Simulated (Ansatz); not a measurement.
C₂H₄AlNO, SMILES N=C1O[CH]1[AlH2], harmonic frequencies at the relaxed geometry

With the Ansatz DFT code, driven from Python.

Run as a notebook:

In [1]:
```python
from dataclasses import dataclass
import warnings

import ansatz as az
import numpy as np
```

In [2]:
```python
@dataclass(frozen=True)
class RunConfig:
    basis: str = "def2-SVP"
    xc: str = "b3lyp"
```

In [3]:
```python
settings = RunConfig()
```

In [4]:
```python
warnings.simplefilter("ignore", az.DeckWarning)
```

In [5]:
```python
molecule = (
    az.Crystal.molecule()
    .atom("N", (0.6052, 2.0337, 0.1616))
    .atom("C", (0.7329, 0.8005, 0.064))
    .atom("O", (1.3502, -0.4661, 0.5121))
    .atom("C", (0.5643, -0.4119, -0.5121))
    .atom("Al", (-1.2845, -1.1835, -0.0305))
    .atom("H", (1.066, 2.6458, 0.8731))
    .atom("H", (1.0056, -0.5441, -1.4929))
    .atom("H", (-1.4854, -2.7376, -0.0652))
    .atom("H", (-2.4658, -0.1831, 0.4728))
)
```

In [6]:
```python
calculation = molecule.calculation().basis(gaussian=settings.basis).functional(settings.xc).accuracy("medium")
symbols = [site.symbol for site in molecule.cartesian_sites]
start = np.array([site.position_ang for site in molecule.cartesian_sites], dtype=float)
def progress(event):
    if event["event"] == "relax_step":
        row = event["data"]
        print(f"step {row['step']:3d}  E = {row['lagrangian_ev']:.6f} eV  max force {row['allowed_force_max_ev_ang']:.4f} eV/A")


r = calculation.relax(force_tolerance=0.003).session().plan().execute(on_event=progress).report
end = np.array(r["positions_ang"])
```
```text
step   1  E = -12263.304060 eV  max force 6.6290 eV/A
step   2  E = -12264.136417 eV  max force 3.4508 eV/A
step   3  E = -12264.592966 eV  max force 1.8665 eV/A
step   4  E = -12264.576724 eV  max force 1.7417 eV/A
step   5  E = -12264.748091 eV  max force 0.2395 eV/A
step   6  E = -12264.759240 eV  max force 0.1285 eV/A
step   7  E = -12264.766622 eV  max force 0.1196 eV/A
step   8  E = -12264.767894 eV  max force 0.1667 eV/A
step   9  E = -12264.771164 eV  max force 0.1657 eV/A
step  10  E = -12264.774667 eV  max force 0.0999 eV/A
step  11  E = -12264.778045 eV  max force 0.1603 eV/A
step  12  E = -12264.779465 eV  max force 0.3348 eV/A
step  13  E = -12264.784548 eV  max force 0.2238 eV/A
step  14  E = -12264.789272 eV  max force 0.1721 eV/A
step  15  E = -12264.795759 eV  max force 0.1334 eV/A
step  16  E = -12264.792753 eV  max force 0.3079 eV/A
step  17  E = -12264.801876 eV  max force 0.1244 eV/A
step  18  E = -12264.805751 eV  max force 0.0641 eV/A
step  19  E = -12264.807533 eV  max force 0.1271 eV/A
step  20  E = -12264.808626 eV  max force 0.1523 eV/A
step  21  E = -12264.810779 eV  max force 0.0601 eV/A
step  22  E = -12264.811448 eV  max force 0.0316 eV/A
step  23  E = -12264.811856 eV  max force 0.0212 eV/A
step  24  E = -12264.811322 eV  max force 0.0772 eV/A
step  25  E = -12264.811920 eV  max force 0.0071 eV/A
step  26  E = -12264.811925 eV  max force 0.0056 eV/A
step  27  E = -12264.812043 eV  max force 0.0164 eV/A
step  28  E = -12264.812028 eV  max force 0.0227 eV/A
step  29  E = -12264.812037 eV  max force 0.0173 eV/A
step  30  E = -12264.812066 eV  max force 0.0017 eV/A
step  31  E = -12264.812070 eV  max force 0.0041 eV/A
step  32  E = -12264.812070 eV  max force 0.0031 eV/A
step  33  E = -12264.812072 eV  max force 0.0007 eV/A
```

In [7]:
```python
print("bond        before    after (A)")
for i, j in [(0, 1), (0, 5), (1, 2), (1, 3), (2, 3), (3, 4), (3, 6), (4, 7), (4, 8)]:
    d0, d1 = (np.linalg.norm(xyz[i] - xyz[j]) for xyz in (start, end))
    print(f"{symbols[i]}{i}-{symbols[j]}{j}".ljust(10), f"{d0:8.4f} {d1:8.4f}")
for i, j, k in [(1, 0, 5), (0, 1, 2), (0, 1, 3), (2, 1, 3), (1, 2, 3), (1, 3, 2), (1, 3, 4), (1, 3, 6)]:
    u, v = end[i] - end[j], end[k] - end[j]
    print(f"angle {symbols[i]}{i}-{symbols[j]}{j}-{symbols[k]}{k}: {np.degrees(np.arccos(np.clip(u @ v / np.linalg.norm(u) / np.linalg.norm(v), -1, 1))):.2f} deg")
```
```text
bond        before    after (A)
N0-C1        1.2436   1.2534
N0-H5        1.0456   1.0264
C1-O2        1.4786   1.3313
C1-C3        1.3529   1.4517
O2-C3        1.2921   1.5513
C3-Al4       2.0604   1.9768
C3-H6        1.0836   1.1008
Al4-H7       1.5674   1.5822
Al4-H8       1.6278   1.5791
angle C1-N0-H5: 111.03 deg
angle N0-C1-O2: 142.49 deg
angle N0-C1-C3: 149.91 deg
angle O2-C1-C3: 67.59 deg
angle C1-O2-C3: 59.90 deg
angle C1-C3-O2: 52.51 deg
angle C1-C3-Al4: 120.57 deg
angle C1-C3-H6: 114.11 deg
```

In [8]:
```python
# same settings at the minimum
minimum = az.Crystal.molecule()
for symbol, xyz in zip(symbols, end):
    minimum = minimum.atom(symbol, xyz.tolist())
vibrating = (
    minimum.calculation()
    .basis(gaussian=settings.basis)  # atom-centred Gaussian functions
    .functional(settings.xc)
    .accuracy("medium")  # preset for grids and thresholds
    .phonons(temperatures=(100, 500, 100))
)
vib = vibrating.run().report["vibrations"]
sums = vib["harmonic_sums"]
modes = [m["omega_inv_cm"] for m in sums["modes_at_gamma"] if m["rigid_motion"] == "no"]
for number, w in enumerate(modes, start=1):
    print(f"mode {number:2d} {w:9.1f} 1/cm {w / 8065.544 * 1000:8.2f} meV")
print("imaginary modes:", sum(w < 0 for w in modes), " zero-point energy:", round(sums["zero_point_energy_ev"], 4), "eV")
print("T (K)   F_vib (eV)   S_vib (meV/K)   C_vib (meV/K)")
for row in zip(sums["temperatures_k"], sums["vibrational_free_energy_ev"], vib["entropy_ev_per_k"], vib["heat_capacity_ev_per_k"]):
    print(f"{row[0]:6.1f} {row[1]:11.4f} {1000 * row[2]:13.4f} {1000 * row[3]:15.4f}")
```
```text
mode  1     105.5 1/cm    13.08 meV
mode  2     119.6 1/cm    14.82 meV
mode  3     202.3 1/cm    25.08 meV
mode  4     444.6 1/cm    55.13 meV
mode  5     483.6 1/cm    59.95 meV
mode  6     507.5 1/cm    62.92 meV
mode  7     613.8 1/cm    76.10 meV
mode  8     654.5 1/cm    81.15 meV
mode  9     687.5 1/cm    85.24 meV
mode 10     784.3 1/cm    97.24 meV
mode 11     856.9 1/cm   106.25 meV
mode 12     958.2 1/cm   118.81 meV
mode 13    1052.4 1/cm   130.49 meV
mode 14    1108.5 1/cm   137.43 meV
mode 15    1205.7 1/cm   149.48 meV
mode 16    1246.1 1/cm   154.49 meV
mode 17    1925.3 1/cm   238.70 meV
mode 18    1950.1 1/cm   241.78 meV
mode 19    1966.3 1/cm   243.79 meV
mode 20    3097.5 1/cm   384.04 meV
mode 21    3471.1 1/cm   430.36 meV
imaginary modes: 0  zero-point energy: 1.4532 eV
T (K)   F_vib (eV)   S_vib (meV/K)   C_vib (meV/K)
 100.0      1.4488        0.1291          0.1988
 200.0      1.4259        0.3318          0.4214
 300.0      1.3820        0.5481          0.6573
 400.0      1.3163        0.7652          0.8537
 500.0      1.2293        0.9729          1.0079
```

Caveats:
- The settings weren't tested for convergence.
- The frequencies are harmonic and unscaled, in a modest basis. The result belongs to the one conformer reached from this start, and soft torsions count as harmonic oscillators.
- b3lyp holds the VWN-RPA fit, as in Gaussian; the form of ORCA and Turbomole is b3lyp5.
- It ran for 4.8 min on 1 thread of Arm Neoverse V1, on a shared host, peak memory 0.27 GiB.

(Lines on the test bed's own set-up are left out of the output.)
